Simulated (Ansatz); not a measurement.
This script makes an equation of state with a fit of LuZn, space group Pm-3m with the Ansatz DFT code, driven from Python.

The script, `eos.py`:
```python
'''Energy against volume for LuZn, with a fit.'''

import warnings

import ansatz as az
import numpy as np
from pymatgen.analysis.eos import EOS

XC = 'PBEsol'
OCCUPATIONS = 'fermi_dirac'
CUTOFF_EV = 500
KGRID = (7, 7, 7)

VECTORS = np.array([
    [3.491, 0.0, 0.0],
    [0.0, 3.491, 0.0],
    [0.0, 0.0, 3.491],
])
SITES = [
    ('Lu', [0.0, 0.0, 0.0]),
    ('Zn', [0.5, 0.5, 0.5]),
]


def crystal_on(cell):
    crystal = az.Crystal(lattice=az.Lattice.of(cell))
    for symbol, position in SITES:
        crystal = crystal.atom(symbol, position)
    return crystal

warnings.simplefilter('ignore', az.DeckWarning)

# uniform scaling of the cell
volumes, energies, pressures = [], [], []
for scale in np.linspace(0.92, 1.08, 7):
    cell = VECTORS * scale ** (1 / 3)
    model = (
        crystal_on(cell).calculation()
        .functional(XC)
        .pseudopotentials('paw')
        .occupations(OCCUPATIONS)
        .basis(CUTOFF_EV)
        .kpoints(*KGRID)
        .stress()
    )
    r = model.run(threads=1, backend='cpu').report
    volumes.append(abs(np.linalg.det(cell)) / len(SITES))
    energies.append(r['free_energy_ev'] / len(SITES))
    pressures.append(np.trace(r['stress_gpa']) / 3)
    print(f'V = {volumes[-1]:8.4f} A^3/atom  F = {energies[-1]:.5f} eV/atom  P = {pressures[-1]:8.3f} GPa')

for form in ['birch_murnaghan']:
    fit = EOS(eos_name=form).fit(volumes, energies)
    print(f'{form:18s} V0 {fit.v0:8.4f} A^3/atom  B0 {fit.b0_GPa:7.1f} GPa  B1 {fit.b1:5.2f}')
```

Where does the minimum lie against the volume typed, and how stiff is the crystal?

A third-order Birch-Murnaghan fit through the 7 points has its minimum at 20.14 Å³ an atom, 5.3 % below the typed cell, with a bulk modulus of 76 GPa and dB/dP = 4.2. From that minimum the energy rises by 4.0 meV an atom on the compressed side and 74.9 meV on the expanded side. The window is off centre, so dB/dP is rough.

What the script printed:

`python eos.py` gives:
```text
V =  19.5707 A^3/atom  F = -8946.54822 eV/atom  P =    2.316 GPa
V =  20.1380 A^3/atom  F = -8946.55225 eV/atom  P =    0.018 GPa
V =  20.7053 A^3/atom  F = -8946.54872 eV/atom  P =   -1.969 GPa
V =  21.2725 A^3/atom  F = -8946.53862 eV/atom  P =   -3.688 GPa
V =  21.8398 A^3/atom  F = -8946.52287 eV/atom  P =   -5.174 GPa
V =  22.4071 A^3/atom  F = -8946.50223 eV/atom  P =   -6.457 GPa
V =  22.9744 A^3/atom  F = -8946.47736 eV/atom  P =   -7.562 GPa
birch_murnaghan    V0  20.1426 A^3/atom  B0    75.8 GPa  B1  4.21
```

Caveats:
- Absolute energies stand on the zero of these potentials, so only differences at equal settings mean something.
- The mesh is modest for a metal, so energies can be off by several to tens of meV an atom and pressures by half a GPa or more; differences at equal mesh fare better.
- Pressure is positive in compression.
- The structure is a deposited one; some such entries were measured under pressure or heat, so a shift against it needn't be the functional's error alone.
- Timing: 23 s on 1 thread of Arm Neoverse N1, on a shared host, peak memory 0.48 GiB.

(Lines on the test bed's own set-up are left out of the output.)
